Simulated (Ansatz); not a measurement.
Run this with Ansatz 0.2.0, Python API and show what comes out.

`run_formation.py`:
```python
'''Heat of formation of TiH at zero temperature, after relaxing cells and atoms.'''

from collections import Counter

import ansatz
import numpy as np

PHASES = {
    'TiH': (
        [(0.0, 2.0897, 2.0897), (2.0897, 0.0, 2.0897), (2.0897, 2.0897, 0.0)],
        [
            ('Ti', (0.0, 0.0, 0.0)),
            ('H', (0.5, 0.5, 0.5)),
        ],
    ),
    'Ti': (
        [(2.95, 0.0, 0.0), (-1.475, 2.55477, 0.0), (0.0, 0.0, 4.68)],
        [
            ('Ti', (1 / 3, 2 / 3, 0.25)),
            ('Ti', (2 / 3, 1 / 3, 0.75)),
        ],
    ),
    'H2': (
        [(9.0, 0.0, 0.0), (0.0, 9.5, 0.0), (0.0, 0.0, 10.0)],
        [
            ('H', (0.5, 0.5, 0.4625)),
            ('H', (0.5, 0.5, 0.5375)),
        ],
    ),
}


def build(vectors, sites):
    crystal = ansatz.Crystal(lattice=ansatz.Lattice.of(vectors))
    for symbol, position in sites:
        crystal = crystal.atom(symbol, position)
    return crystal

GASES = {'H2'}


def compute(name, crystal):
    calc = (
        crystal.calculation()
        .functional('lda')
        .basis(510)
        .scf(tolerance=1e-08)
        .kpoints(spacing=0.27)
        .occupations('fermi_dirac', width=0.05)
        .stress()
    )
    if name in GASES:
        return calc.kpoints(1, 1, 1).relax(force_tolerance=0.01, max_steps=40).run(threads=1)
    calc = calc.relax(force_tolerance=0.01, max_steps=40, cell=True)
    return calc.run(threads=1)


def counts(outcome):
    return Counter(site.symbol for site in outcome.lattice.sites)

def formation_energy(outcome, mu):
    n = counts(outcome)
    return (outcome.report['energy_sigma0_ev'] - sum(k * mu[element] for element, k in n.items())) / sum(n.values())


def volume_per_atom(outcome):
    return abs(np.linalg.det(outcome.lattice.cell_ang)) / len(outcome.lattice.sites)

phases = {name: build(*cell) for name, cell in PHASES.items()}

done = {name: compute(name, crystal) for name, crystal in phases.items()}

# energy of one atom in its reference phase
references = {'Ti': 'Ti', 'H': 'H2'}
mu = {element: done[name].report['energy_sigma0_ev'] / len(done[name].lattice.sites) for element, name in references.items()}

target = done['TiH']
heat = formation_energy(target, mu)
n = counts(target)
print('cell content:', dict(n), ' volume', round(volume_per_atom(target), 3), 'A^3/atom')
print('formation energy', round(heat, 4), 'eV/atom,', round(heat * sum(n.values()), 4), 'eV per cell')
print('bound against the elements' if heat < 0 else 'unbound against the elements')
# no correction for the overbinding of the gas molecule is applied
```

```console
$ python run_formation.py
DeckWarning: relax.cell: scf.convergence.dr2_threshold = 1e-8 eV is looser than the 2e-10 eV advised for a relaxation that steers and ends on the stress (1e-10 eV for each atom of the cell: 2). What an SCF threshold leaves in a stress goes as its square root, [...]
DeckWarning: output.stress: scf.convergence.dr2_threshold = 1e-8 eV is looser than the 2e-10 eV advised for a printed stress (1e-10 eV for each atom of the cell: 2). What an SCF threshold leaves in a stress goes as its square root, and in the free energy as [...]
cell content: {<Element.TI: 'Ti'>: 1, <Element.H: 'H'>: 1}  volume 8.608 A^3/atom
formation energy -0.501 eV/atom, -1.002 eV per cell
bound against the elements
```
(Warnings from the package without file and line, shortened.)

What to keep in mind:
- For the metals among these phases the mesh is modest: differences between phases can be off by up to 40 meV an atom.
- The cells come from databases of deposited and of computed structures, and not all need be stable phases.
- The compound is the structure given, not necessarily its lowest; energies are at zero temperature, with no correction for gases. A semilocal functional's error on such energies is often 0.05 to 0.1 eV an atom, and 0.1 to 0.3 eV against gases such as O2 or F2.
- Wall time of the script: 20 s on 1 thread of Arm Neoverse V1, on a shared host, peak memory 0.57 GiB.

(Lines on the test bed's own set-up are left out of the output.)
